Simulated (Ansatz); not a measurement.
# ZrSnTe: the cost of one run

Program: Ansatz 0.2.0. Level of theory: DFT r2SCAN, scalar-relativistic, plane waves, PAW. These are calculated values, not measurements.

### Step 1. Starting point

The structure is tetragonal, space group P4/nmm (No. 129). The conventional cell has a = 4.097 Å, b = 4.097 Å, c = 8.786 Å, α = 90.00°, β = 90.00°, γ = 90.00°. Zr (site symmetry 4mm) is surrounded by 5 Te at 3.07 to 3.13 Å and 4 Sn at 3.09 Å. Around Sn (site symmetry -4m2) lie 4 Sn at 2.90 Å and 4 Zr at 3.09 Å. Te (site symmetry 4mm) is surrounded by 5 Zr at 3.07 to 3.13 Å.

Coordinates:

```cif
data_structure
_symmetry_space_group_name_H-M 'P 1'
_symmetry_Int_Tables_number 1
_cell_length_a 4.0971
_cell_length_b 4.0971
_cell_length_c 8.7858
_cell_angle_alpha 90.000
_cell_angle_beta 90.000
_cell_angle_gamma 90.000
_cell_volume 147.48
loop_
_atom_site_label
_atom_site_type_symbol
_atom_site_fract_x
_atom_site_fract_y
_atom_site_fract_z
_atom_site_occupancy
Zr1 Zr 0.50000 0.00000 0.26357 1
Zr2 Zr 0.00000 0.50000 0.73643 1
Sn1 Sn 0.00000 0.00000 0.00000 1
Sn2 Sn 0.50000 0.50000 0.00000 1
Te1 Te 0.50000 0.00000 0.61941 1
Te2 Te 0.00000 0.50000 0.38059 1
```

(A quick probe on a coarse mesh, which set the mesh and smearing, is not shown.)

### Step 3. Relaxing cell and atoms

input.yaml reads:

```yaml
crystal:
  lattice:
    - [4.09707926, 0.0, 0.0]
    - [0.0, 4.09707926, 0.0]
    - [0.0, 0.0, 8.78583658]
  atoms:
    - { symbol: Zr, position: [0.5, 0.0, 0.26356537] }
    - { symbol: Zr, position: [0.0, 0.5, 0.73643463] }
    - { symbol: Sn, position: [0.0, 0.0, 0.0] }
    - { symbol: Sn, position: [0.5, 0.5, 0.0] }
    - { symbol: Te, position: [0.5, 0.0, 0.61941346] }
    - { symbol: Te, position: [0.0, 0.5, 0.38058654] }
basis:
  ecutwfc: 500
kpoints:
  mp_grid: { grid: [8, 8, 4] }
hamiltonian:
  xc: r2scan
scf:
  occupations: { method: gaussian, width: 0.02 }
output:
  forces: true
  stress: true
  eigenvalues: true
relax:
  adjacent_minimum: "off"
  f_tol: 0.01
  max_steps: 80
  cell: { stress_tol: 0.05 }
```

The run is started by

```bash
ansatz run input.yaml --threads 1 --pin off --max-ram 2560MiB --backend cpu --events-out ev --progress --plain --runs-dir out
```

What time and memory should one allow on 1 thread of Arm Neoverse V2, shared host?

About 2.7 min, with a peak of 0.88 GiB.
